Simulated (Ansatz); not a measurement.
# InH2O radical: basis-set convergence

One table from this session's results is given with a row withheld; the runs are named, their logs left out.

Computed with Ansatz 0.2.0, Gaussian basis. Level: one geometry, several basis sets.

Levels to be run: PBE0-D4/def2-SVP; ωB97M-V/def2-SVP; PBE0-D4/def2-QZVPP; ωB97M-V/def2-QZVPP; the functionals' def2-TZVPP values are taken from earlier runs.

## Structure used throughout

The geometry comes from an earlier relaxation with PBE0-D4 in a triple-zeta def2 set; it is a stationary point. In takes the def2 core potential; no spin-orbit term is included.

SMILES `[OH][InH]`, 4 atoms, charge 0, spin multiplicity 2.

Atoms are counted from 1 here; the program's logs count them from 0.

Bond lengths: O1–In2 2.003 Å, O1–H3 0.960 Å, In2–H4 1.767 Å. Angles: In2–O1–H3 115.0°, O1–In2–H4 113.8°.

The first run:

Contents of in.yaml:

```yaml
crystal:
  periodic: [false, false, false]
  atoms:
    - {symbol: O, position_ang: [-0.298369, -1.020599, 0.294996]}
    - {symbol: In, position_ang: [0.563901, 0.746639, -0.088466]}
    - {symbol: H, position_ang: [0.236760, -1.629374, 0.809133]}
    - {symbol: H, position_ang: [-0.446692, 1.843033, -1.035964]}
basis:
  gaussian: {orbitals: def2-SVP}
magnetization: {spin_polarized: true, initial_magnetization: 1}
hamiltonian: {xc: pbe0, dispersion: d4}
output: {orbitals: {seedname: orbitals}}
```

Steps of the session up to this table: PBE0-D4 in def2-SVP; ωB97M-V in def2-SVP; PBE0-D4 in def2-QZVPP; ωB97M-V in def2-QZVPP.

One table of the session follows, with a row left open; its other results are not shown here.

It belongs to the step «Functionals by basis». 

```
functional       basis  HOMO (eV)  LUMO (eV)
   PBE0-D4    def2-SVP      -5.76      -2.87
   PBE0-D4  def2-TZVPP      -5.86      -2.96
   PBE0-D4  def2-QZVPP          ?          ?
   ωB97M-V    def2-SVP      -7.73      -1.22
   ωB97M-V  def2-TZVPP      -7.87      -1.36
   ωB97M-V  def2-QZVPP      -7.91      -1.43
```

Estimate the missing values for PBE0-D4, def2-QZVPP.

The run gave: HOMO (eV): -5.90; LUMO (eV): -3.00. In the column «HOMO (eV)» it lies between ωB97M-V, def2-SVP (-7.73) and PBE0-D4, def2-TZVPP (-5.86).
